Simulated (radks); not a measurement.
# Cs⁵⁺ in [Kr] 4d10 5s1.5 5p2 5d0.5: an all-electron calculation

Aim: the levels, the sizes of the orbitals and the parts of the energy of the caesium ion Cs5+.

The numbers are computed with radks (a radial shooting solver on a logarithmic mesh, Libxc functionals) version 1 (scalar-relativistic Kohn-Sham, LDA (Slater exchange, Perdew-Wang correlation), spin-unpolarised, spherical densities, finite nucleus), except any that are marked as measured or tabulated.

### Step 1. The system

```
element            : caesium (Z = 55)
charge             : +5
electrons          : 50
configuration      : [Kr] 4d10 5s1.5 5p2 5d0.5
nuclear rms radius : 4.8041 fm
```

### Step 2. The calculation

The run's settings:

```text
Z 55
configuration [Kr] 4d10 5s1.5 5p2 5d0.5 6s0 4f0 6p0 6d0
relativity scalar-relativistic
functional lda,pw
spin unpolarised
nucleus finite rms 4.8041 fm
c 137.035999084
```

Command:

```sh
> python run_ks.py task.json out
```

The same process makes all the runs of this session.

What does the calculation give?

The runs gave:

```
                        quantity                value
                    total energy   -7773.8005 hartree
exchange-correlation share of it               2.37 %
                            −T/E               1.0533
          highest occupied level       5d, -42.522 eV
    most extended occupied level  5d, <r> = 2.24 bohr
 radius at density 0.001 e/bohr³            3.39 bohr
    maxima of the radial density                    4
```

What this shows: 5 principal shells are occupied and 4 maxima appear in the radial density; where shells overlap, one shows as a shoulder or not at all. Relativity lifts −T/E to 1.053. This is not the tabulated ground configuration, so its levels and sizes aren't those of the ground state, and no measured value stands beside it.
